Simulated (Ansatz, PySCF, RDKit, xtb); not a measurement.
**TaN2H3F2: ranking a sample of isomers, part 1 of 2**

Which of a sample of isomers of TaN2H3F2 is the most stable in the gas at 298.15 K, and what are its properties? The sample is small against all isomers, and the most stable one of this formula need not be in it. One structure proposed beforehand is put among the starts (marked given), to see whether the search confirms or beats it.

Plan: many cheap relaxations first (GFN2-xTB), then density-functional screening, relaxation at PBE0-D4/def2-SVP, vibrations and a final energy. The numbers are computed, not measured.

1 further run of the same task is left out (set aside as unsound or not needed).

### Step 1. Candidates

Isomers were drawn by moving bonds and hydrogen atoms under normal valences; this is a sample, not all of them. O–O, O–halogen and N–halogen bonds and N–N–N chains are not drawn. That gives 1 candidate.

| label | SMILES | spin |
| --- | --- | --- |
| c556 | [NH]=[Ta]([NH2])([F])[F] | singlet |

Candidates are built by distance geometry, with a force field where one applies, in up to four conformers (letters a to d). 6 more come from a given structure, shaken or with two atoms exchanged.

### Step 2. First filter: tight binding

All 8 starts are relaxed the same way. One of them, c047 (given structure shaken), in full:

The input, start.xyz:

```xyz
8
c047
F     -2.650009    -0.148770    -0.084596
F     -0.018008     0.742096    -2.383089
N      0.170645     1.770077     0.720483
N      0.117836    -1.654604     0.632837
Ta    -0.619749    -0.044219    -0.349142
H     -0.649611     2.996668    -0.115688
H      0.311091    -1.960267     1.178142
H      1.345807    -1.453752     0.066613
```

Command:

```bash
$ xtb start.xyz --gfn 2 --opt
```

Standard output (excerpt; [...] marks lines left out):

```text
* xtb version 6.7.1
[...]
          :  # basis functions                  29          :
[...]
          :  # electrons                        32          :
[...]
          :  Hamiltonian                  GFN2-xTB          :
[...]
          :  net charge                          0          :
          :  unpaired electrons                  0          :
[...]
   *** convergence criteria satisfied after 18 iterations ***
[...]
   *** GEOMETRY OPTIMIZATION CONVERGED AFTER 35 ITERATIONS ***
[...]
   *** convergence criteria satisfied after 3 iterations ***
[...]
         ::                     SUMMARY                     ::
         :::::::::::::::::::::::::::::::::::::::::::::::::::::
         :: total energy             -18.867819436326 Eh    ::
         :: gradient norm              0.000873164281 Eh/a0 ::
         :: HOMO-LUMO gap              3.389445267280 eV    ::
         ::.................................................::
         :: SCC energy               -18.962477441842 Eh    ::
         :: -> isotropic ES            0.083427371529 Eh    ::
         :: -> anisotropic ES          0.000666419979 Eh    ::
         :: -> anisotropic XC         -0.001563652102 Eh    ::
         :: -> dispersion             -0.003885707676 Eh    ::
         :: repulsion energy           0.094658005516 Eh    ::
         :: add. restraining           0.000000000000 Eh    ::
         :: total charge               0.000000000000 e     ::
         :::::::::::::::::::::::::::::::::::::::::::::::::::::
[...]
        16        2.0000           -0.3898771             -10.6091 (HOMO)
        17                         -0.2653173              -7.2197 (LUMO)
[...]
     #   Z          covCN         q      C6AA      α(0)
     1   9          0.659    -0.405    13.607     4.354
     2   9          0.659    -0.405    13.610     4.354
     3   7          1.631    -0.461    32.770     8.436
     4   7          2.489    -0.448    31.804     8.375
     5  73          2.869     1.101   270.076    35.859
     6   1          0.861     0.223     0.997     1.564
     7   1          0.862     0.203     1.090     1.636
     8   1          0.867     0.192     1.147     1.677
[...]
     #   Z sym  total        # sym  WBO       # sym  WBO       # sym  WBO
 ---------------------------------------------------------------------------
     1   9      1.059 --     5      0.924
     2   9      1.059 --     5      0.923
     3   7      3.361 --     5      2.287     6      0.885
     4   7      3.229 --     5      1.222     7      0.919     8      0.914
     5  73      5.497 --     3      2.287     4      1.222     1      0.924
                             2      0.923
     6   1      0.950 --     3      0.885
     7   1      0.959 --     4      0.919
     8   1      0.963 --     4      0.914
 ---------------------------------------------------------------------------
[...]
molecular dipole:
                 x           y           z       tot (Debye)
 q only:        0.992      -0.208       1.288
   full:        0.590      -1.216       0.364       3.558
molecular quadrupole (traceless):
[...]
          | TOTAL ENERGY              -18.867819436326 Eh   |
          | GRADIENT NORM               0.000873164281 Eh/α |
          | HOMO-LUMO GAP               3.389445267280 eV   |
           -------------------------------------------------
[...]
```

It took 0.11 s on 2 threads of Arm Neoverse V2, shared host.

### Step 3. The minima found

7 of the 8 relaxations converged; 2 ended on a minimum already found. 5 distinct structures remain:

| label | start | SMILES after | spin | energy (kcal/mol) | note |
| --- | --- | --- | --- | --- | --- |
| c556b | drawn | [NH]=[Ta]([NH2])([F])[F] | singlet | 0.0 |  |
| c702 | altered | [NH2][N][TaH]([F])[F] ‡ | singlet | 6.3 |  |
| c943 | altered | [NH][N][TaH2]([F])[F] ‡ | triplet | 42.5 |  |
| c936 | altered | [NH]=[Ta]([NH2])([F])[F] | triplet | 46.0 |  |
| c271 | altered | [FH].[N][TaH]([NH])[F] ‡ | triplet | 146.0 | loosely bound |

‡ marks the bonded skeleton alone, with all bonds drawn single: no Lewis structure was assigned that passes a check against the bond lengths.

GFN2-xTB has no spin polarisation, so it can't rank spin states and is rough for open shells.

### Step 4. Second filter: single points

A choice of the minima (the low ones first, few conformers of a pattern, up to a cap) and the lowest that fell apart get a single point at r2SCAN-D4/def2-SVP on the tight-binding geometry. The lowest singlets are also tried as triplets at the same geometry (label ending in t). The first, c556b:

The input, input.yaml:

```yaml
crystal:
  periodic: [false, false, false]
  atoms:
    - {symbol: F, position_ang: [0.875953, 0.469832, 0.078018]}
    - {symbol: F, position_ang: [0.861072, -2.382734, 1.184008]}
    - {symbol: "N", position_ang: [-1.520249, -0.526877, 1.710045]}
    - {symbol: N, position_ang: [0.954339, 0.051046, 3.235588]}
    - {symbol: Ta, position_ang: [0.254948, -0.614942, 1.504252]}
    - {symbol: H, position_ang: [-2.530446, -0.511935, 1.727627]}
    - {symbol: H, position_ang: [0.477946, 0.372409, 4.071218]}
    - {symbol: H, position_ang: [1.954363, 0.112359, 3.417971]}
basis:
  gaussian: {orbitals: def2-SVP}
hamiltonian: {xc: r2scan, dispersion: d4}
scf: {lower_state_search: "off"}
output: {orbitals: {seedname: orbitals}}
```

Command:

```bash
$ ansatz run input.yaml --threads 2 --pin off --max-ram 5220MiB --events-out events.jsonl --progress --plain --runs-dir runs
```

Standard output (excerpt; [...] marks lines left out):

```text
Warning: RAYON_NUM_THREADS=2 ignored (pool sized by the plan → 2); use --threads N
Functional definition: r2SCAN
  name "r2SCAN"
[...]
1118 factors; their error is unknown
[...]
mean field -10010.43604358 eV, -367.8767392843 hartree, gradient 4.5e-6 eV, S^2 0.000000; 0 other end points of the search recorded, 0 dependent functions left out
reference -10010.43606472 eV, -367.8767400612 hartree; 24, 24 occupied and 79, 79 virtual orbitals, 1118 factors
Total energy: -10010.47338099 eV, -367.8781114089 hartree
Checks for a lower state left out: stability, starts, cluster_reference, orbital_swaps, neighbouring_geometries, increment
```

Wall time 1.6 s (2 threads of Arm Neoverse V2, shared host).

Relative energies in kcal/mol, each column from its lowest structure that stays in one piece:

| label | SMILES | spin | GFN2-xTB | r2SCAN-D4/def2-SVP |
| --- | --- | --- | --- | --- |
| c556b | [NH]=[Ta]([NH2])([F])[F] | singlet | 0.0 | 0.0 |
| c702 | [NH2][N][TaH]([F])[F] ‡ | singlet | 6.3 | 58.6 |
| c936 | [NH]=[Ta]([NH2])([F])[F] | triplet | 46.0 | 79.5 |
| c943 | [NH][N][TaH2]([F])[F] ‡ | triplet | 42.5 | 114.2 |
| c702t | [NH2][N][TaH]([F])[F] ‡ | triplet | – | 124.4 |

‡ marks the bonded skeleton alone, with all bonds drawn single: no Lewis structure was assigned that passes a check against the bond lengths.

### Step 5. Third filter: density-functional geometries

3 candidates are relaxed at PBE0-D4/def2-SVP (chosen among the lowest in one piece, with other spins of them). The first, c556b:

Edit input.yaml of step 4 so:

```diff
@@ -6,3 +6,3 @@
     - {symbol: "N", position_ang: [-1.520249, -0.526877, 1.710045]}
-    - {symbol: N, position_ang: [0.954339, 0.051046, 3.235588]}
+    - {symbol: "N", position_ang: [0.954339, 0.051046, 3.235588]}
     - {symbol: Ta, position_ang: [0.254948, -0.614942, 1.504252]}
@@ -13,4 +13,6 @@
   gaussian: {orbitals: def2-SVP}
-hamiltonian: {xc: r2scan, dispersion: d4}
+hamiltonian: {xc: {name: PBE0}, dispersion: d4}
+relax: {f_tol: 0.003}
+total_charge: 0
+magnetization: {spin_polarized: false}
 scf: {lower_state_search: "off"}
-output: {orbitals: {seedname: orbitals}}
```

Command:

```bash
$ ansatz run input.yaml --threads 2 --pin off --max-ram 5220MiB --events-out events.jsonl --progress --plain --runs-dir runs
```

Standard output (excerpt; [...] marks lines left out):

```text
Warning: RAYON_NUM_THREADS=2 ignored (pool sized by the plan → 2); use --threads N
[...]
Functional definition: PBE0
  name "PBE0"
[...]
1107 factors; integrals over basis functions are off by at most 6.2e-4 eV
[...]
mean field -10004.38115602 eV, -367.6542262708 hartree, gradient 5.7e-6 eV, S^2 0.000000; 0 other end points of the search recorded, 0 dependent functions left out
[...]
reference -10004.38120226 eV, -367.6542279698 hartree; 24, 24 occupied and 79, 79 virtual orbitals, 1107 factors
relax step   1: F+E_penalty+E_count = -10004.51356228 eV  Δ(F+E_penalty+E_count) = +0.000e0 eV  max|allowed force component| = 1.444e0 eV/Å  Δτ_max = 0.0000 Å  (16 SCF iters, accepted)
[...]
relax step   7: F+E_penalty+E_count = -10004.55456382 eV  Δ(F+E_penalty+E_count) = -6.629e-6 eV  max|allowed force component| = 3.475e-3 eV/Å  Δτ_max = 0.0007 Å  (14 SCF iters, accepted)
[...]
Total energy: -10004.55461347 eV, -367.6606007142 hartree
Atom 0 at     0.837887     0.511958     0.087730 Å, force     0.000135     0.000499    -0.000314 eV/Å
Atom 1 at     0.820834    -2.408811     1.216239 Å, force     0.000107    -0.000732     0.000086 eV/Å
Atom 2 at    -1.471174    -0.521130     1.723165 Å, force    -0.000149     0.000192     0.000746 eV/Å
Atom 3 at     0.965666     0.043318     3.220803 Å, force    -0.000816     0.000545     0.001385 eV/Å
Atom 4 at     0.272918    -0.615561     1.505116 Å, force    -0.000054     0.000018    -0.000574 eV/Å
Atom 5 at    -2.483335    -0.512085     1.731301 Å, force    -0.000046    -0.000198    -0.000521 eV/Å
Atom 6 at     0.423718     0.355304     4.020139 Å, force     0.000107    -0.000071    -0.000245 eV/Å
Atom 7 at     1.961411     0.116165     3.424234 Å, force     0.000715    -0.000254    -0.000563 eV/Å
Dipole moment:     0.049280     0.193213     0.500847 e Å
Checks for a lower state left out: stability, starts, cluster_reference, orbital_swaps, neighbouring_geometries, increment
```

Run time: 15 s. Hardware: 2 threads of Arm Neoverse V2, shared host.

Energy change by step (eV): 0.0000, -0.0358, -0.0400, -0.0407, -0.0410, -0.0410, -0.0410, -0.0410.

After the run. Bond lengths: F1–Ta5 1.897 Å, F2–Ta5 1.897 Å, N3–Ta5 1.760 Å, N4–Ta5 1.964 Å, N3–H6 1.012 Å, N4–H7 1.015 Å, N4–H8 1.019 Å. Angles: F1–Ta5–F2 111.2°, F1–Ta5–N3 110.8°, F1–Ta5–N4 110.4°, F2–Ta5–N3 110.8°, F2–Ta5–N4 110.4°, N3–Ta5–N4 102.9°, Ta5–N3–H6 172.9°, Ta5–N4–H7 127.1°, Ta5–N4–H8 122.9°, H7–N4–H8 110.0°.

### Step 6. Ranking at PBE0-D4/def2-SVP

| label | spin | r2SCAN-D4/def2-SVP (kcal/mol) | PBE0-D4/def2-SVP, relaxed (kcal/mol) | time |
| --- | --- | --- | --- | --- |
| c556b | singlet | 0.0 | 0.0 | 15 s |
| c702 | singlet | 58.6 | 54.5 | 13 s |
| c936 | triplet | 79.5 | 71.2 | 77 s |

c556b: Bond lengths: F1–Ta5 1.897 Å, F2–Ta5 1.897 Å, N3–Ta5 1.760 Å, N4–Ta5 1.964 Å, N3–H6 1.012 Å, N4–H7 1.015 Å, N4–H8 1.019 Å. Angles: F1–Ta5–F2 111.2°, F1–Ta5–N3 110.8°, F1–Ta5–N4 110.4°, F2–Ta5–N3 110.8°, F2–Ta5–N4 110.4°, N3–Ta5–N4 102.9°, Ta5–N3–H6 172.9°, Ta5–N4–H7 127.1°, Ta5–N4–H8 122.9°, H7–N4–H8 110.0°.

c702: Bond lengths: N3–N4 1.328 Å, F1–Ta5 1.888 Å, F2–Ta5 1.888 Å, N3–Ta5 1.771 Å, Ta5–H6 1.764 Å, N4–H7 1.018 Å, N4–H8 1.018 Å. Angles: N4–N3–Ta5 172.5°, F1–Ta5–F2 123.9°, F1–Ta5–N3 109.7°, F2–Ta5–N3 109.7°, N3–N4–H7 113.5°, N3–N4–H8 113.5°, F1–Ta5–H6 107.3°, F2–Ta5–H6 107.3°, N3–Ta5–H6 95.0°, H7–N4–H8 111.6°.

c936: Bond lengths: F1–Ta5 1.893 Å, F2–Ta5 1.909 Å, N3–Ta5 1.926 Å, N4–Ta5 1.995 Å, N3–H6 1.019 Å, N4–H7 1.017 Å, N4–H8 1.023 Å. Angles: F1–Ta5–F2 104.2°, F1–Ta5–N3 103.3°, F1–Ta5–N4 136.7°, F2–Ta5–N3 137.7°, F2–Ta5–N4 92.6°, N3–Ta5–N4 89.0°, Ta5–N3–H6 152.4°, Ta5–N4–H7 128.0°, Ta5–N4–H8 122.3°, H7–N4–H8 109.7°.

### Step 7. Vibrations and thermal terms

The lowest few in one piece go on as finalists. Harmonic vibrations at PBE0-D4/def2-SVP test each finalist and give the zero-point energy and the thermal terms. The first, c556b:

The input, input.yaml:

```yaml
crystal:
  periodic: [false, false, false]
  atoms:
    - {symbol: F, position_ang: [0.837887, 0.511958, 0.087730]}
    - {symbol: F, position_ang: [0.820834, -2.408811, 1.216239]}
    - {symbol: N, position_ang: [-1.471174, -0.521130, 1.723165]}
    - {symbol: "N", position_ang: [0.965666, 0.043318, 3.220803]}
    - {symbol: Ta, position_ang: [0.272918, -0.615561, 1.505116]}
    - {symbol: H, position_ang: [-2.483335, -0.512085, 1.731301]}
    - {symbol: H, position_ang: [0.423718, 0.355304, 4.020139]}
    - {symbol: H, position_ang: [1.961411, 0.116165, 3.424234]}
basis:
  gaussian: {orbitals: def2-SVP}
hamiltonian: {xc: pbe0, dispersion: d4}
scf: {lower_state_search: off}
phonons: {}
```

Command:

```bash
$ ansatz run input.yaml --threads 2 --pin off --max-ram 5220MiB --events-out events.jsonl --progress --plain --runs-dir runs
```

Standard output (excerpt; [...] marks lines left out):

```text
Warning: RAYON_NUM_THREADS=2 ignored (pool sized by the plan → 2); use --threads N
[... 2 set-up lines as earlier in the session ...]
[...]
1105 factors; integrals over basis functions are off by at most 6.2e-4 eV
[...]
mean field -10004.42086020 eV, -367.6556853724 hartree, gradient 8.4e-6 eV, S^2 0.000000; 0 other end points of the search recorded, 0 dependent functions left out
[...]
reference -10004.42090676 eV, -367.6556870833 hartree; 24, 24 occupied and 79, 79 virtual orbitals, 1105 factors
[...]
1105 factors; integrals over basis functions are off by at most 6.2e-4 eV
mean field -10004.42085620 eV, -367.6556852253 hartree, gradient 2.3e-6 eV, S^2 0.000000; 0 other end points of the search recorded, 0 dependent functions left out
[...]
reference -10004.42090275 eV, -367.6556869362 hartree; 24, 24 occupied and 79, 79 virtual orbitals, 1105 factors
[...]
Atom 1 at     0.820834    -2.408811     1.216239 Å, force    -0.000267    -0.000563    -0.000128 eV/Å
Atom 2 at    -1.471174    -0.521130     1.723165 Å, force    -0.000232     0.000146     0.000502 eV/Å
Atom 3 at     0.965666     0.043318     3.220803 Å, force    -0.000967     0.000582     0.001550 eV/Å
Atom 4 at     0.272918    -0.615561     1.505116 Å, force     0.001140     0.000388    -0.000411 eV/Å
Atom 5 at    -2.483335    -0.512085     1.731301 Å, force    -0.000047    -0.000207    -0.000537 eV/Å
Atom 6 at     0.423718     0.355304     4.020139 Å, force     0.000097    -0.000083    -0.000259 eV/Å
Atom 7 at     1.961411     0.116165     3.424234 Å, force     0.000686    -0.000267    -0.000594 eV/Å
Dipole moment:     0.049279     0.193213     0.500847 e Å
Vibrations: 162.77 171.35 183.97 216.35 243.80 416.00 506.70 539.85 594.77 628.75 676.82 677.59 713.93 1023.46 1518.59 3571.91 3685.17 3702.32 cm⁻¹, zero-point energy 1.192362 eV
Checks for a lower state left out: stability, starts, cluster_reference, orbital_swaps, neighbouring_geometries, increment
```

It took 81 s on 2 threads of Arm Neoverse V2, shared host.

### Step 8. Zero-point energy and free-energy terms

At 298.15 K and 1 atm, ideal gas, rigid rotor and harmonic oscillator:

| label | SMILES | spin | point group | lowest mode (cm⁻¹) | zero-point (kcal/mol) | G − E (kcal/mol) |
| --- | --- | --- | --- | --- | --- | --- |
| c556b | [NH]=[Ta]([NH2])([F])[F] | singlet | Cs | 163 | 27.5 | 7.4 |
| c702 | [NH2][N][TaH]([F])[F] ‡ | singlet | Cs | 124 | 26.9 | 6.5 |
| c936 | [NH]=[Ta]([NH2])([F])[F] | triplet | C1 | 111 | 26.1 | 4.3 |

Chiral structures get −RT ln 2 for their mirror image.

‡ marks the bonded skeleton alone, with all bonds drawn single: no Lewis structure was assigned that passes a check against the bond lengths.

### Step 9. Last filter: a higher level

Single points at CCSD(T)/def2-SVP + MP2/def2-TZVPP - MP2/def2-SVP on the refined geometries decide the order.

c556b, CCSD(T)/def2-SVP:

Edit input.yaml of step 7 so:

```diff
@@ -1 +1,4 @@
+basis:
+  gaussian:
+    orbitals: def2-SVP
 crystal:
@@ -11,6 +14,7 @@
     - {symbol: H, position_ang: [1.961411, 0.116165, 3.424234]}
-basis:
-  gaussian: {orbitals: def2-SVP}
-hamiltonian: {xc: pbe0, dispersion: d4}
-scf: {lower_state_search: off}
-phonons: {}
+correlation:
+  method: ccsd_t
+  frozen_orbitals: {"N": 1, Ta: 0, H: 0, F: 1}
+magnetization:
+  spin_polarized: false
+  initial_magnetization: 0
```

Command:

```bash
$ ansatz run input.yaml --threads 2 --pin off --max-ram 5220MiB --events-out events.jsonl --progress --plain --runs-dir runs
```

Standard output (excerpt; [...] marks lines left out):

```text
Warning: RAYON_NUM_THREADS=2 ignored (pool sized by the plan → 2); use --threads N
Functional definition: HF
  name "HF"
[...]
1011 factors; integrals over basis functions are off by at most 1.0e-3 eV
[...]
mean field -9955.41333980 eV, -365.8546922163 hartree, gradient 2.8e-6 eV, S^2 0.000000; 0 other end points of the search recorded, 0 dependent functions left out
4 core orbitals not correlated: weight in the atoms' cores, before any rotation towards them, 1.000 or more for the frozen orbitals, at most 0.000 for the correlated occupied ones
reference -9955.41333980 eV, -365.8546922163 hartree; 20, 20 occupied and 79, 79 virtual orbitals, 1011 factors
second order -27.62072198 eV of doubles, -0.00000000 eV of singles
cycle   1  -26.27925767 eV  change     1.3e0 eV  update   2.0e-1
[...]
cycle  10  -27.40526028 eV  change   -3.7e-5 eV  update   2.6e-5
perturbative correction -0.94681722 eV, -0.0347948911 hartree
Total energy: -9983.76541731 eV, -366.8966118468 hartree
```

It took 14 s on 2 threads of Arm Neoverse V2, shared host; peak memory 0.56 GiB.

### Step 10. c556b at MP2/def2-TZVPP

The input, input.yaml:

```yaml
crystal:
  periodic: [false, false, false]
  atoms:
    - {symbol: F, position_ang: [0.837887, 0.511958, 0.087730]}
    - {symbol: F, position_ang: [0.820834, -2.408811, 1.216239]}
    - {symbol: N, position_ang: [-1.471174, -0.521130, 1.723165]}
    - {symbol: N, position_ang: [0.965666, 0.043318, 3.220803]}
    - {symbol: Ta, position_ang: [0.272918, -0.615561, 1.505116]}
    - {symbol: H, position_ang: [-2.483335, -0.512085, 1.731301]}
    - {symbol: H, position_ang: [0.423718, 0.355304, 4.020139]}
    - {symbol: H, position_ang: [1.961411, 0.116165, 3.424234]}
basis:
  gaussian:
    orbitals: def2-TZVPP
correlation:
  method: mp2
  frozen_orbitals: {"N": 1, Ta: 0, H: 0, F: 1}
```

Command:

```bash
$ ansatz run input.yaml --threads 2 --pin off --max-ram 5220MiB --events-out events.jsonl --progress --plain --runs-dir runs
```

Standard output:

```text
Warning: RAYON_NUM_THREADS=2 ignored (pool sized by the plan → 2); use --threads N
[... 2 set-up lines as earlier in the session ...]
  exchange = exact_x
  correlation = 0
1398 factors; integrals over basis functions are off by at most 1.1e-3 eV
mean field evaluation 1: about -9957.0551 eV, gradient 7.3e1 eV
mean field evaluation 2: about -9957.1849 eV, gradient 7.3e1 eV
mean field evaluation 4: about -9966.5330 eV, gradient 8.9e0 eV
mean field evaluation 8: about -9966.7426 eV, gradient 8.3e-1 eV
mean field evaluation 16: about -9966.7447 eV, gradient 2.6e-6 eV
mean field -9966.74470724 eV, -366.2711122889 hartree, gradient 2.6e-6 eV, S^2 0.000000; 0 other end points of the search recorded, 0 dependent functions left out
4 core orbitals not correlated: weight in the atoms' cores, before any rotation towards them, 1.000 or more for the frozen orbitals, at most 0.000 for the correlated occupied ones
reference -9966.74470724 eV, -366.2711122889 hartree; 20, 20 occupied and 198, 198 virtual orbitals, 1398 factors
second order -36.43554847 eV of doubles, -0.00000000 eV of singles
Total energy: -10003.18025571 eV, -367.6100939982 hartree
```

Wall time 3.6 s (2 threads of Arm Neoverse V2, shared host).

(Continued in part 2 of 2.)
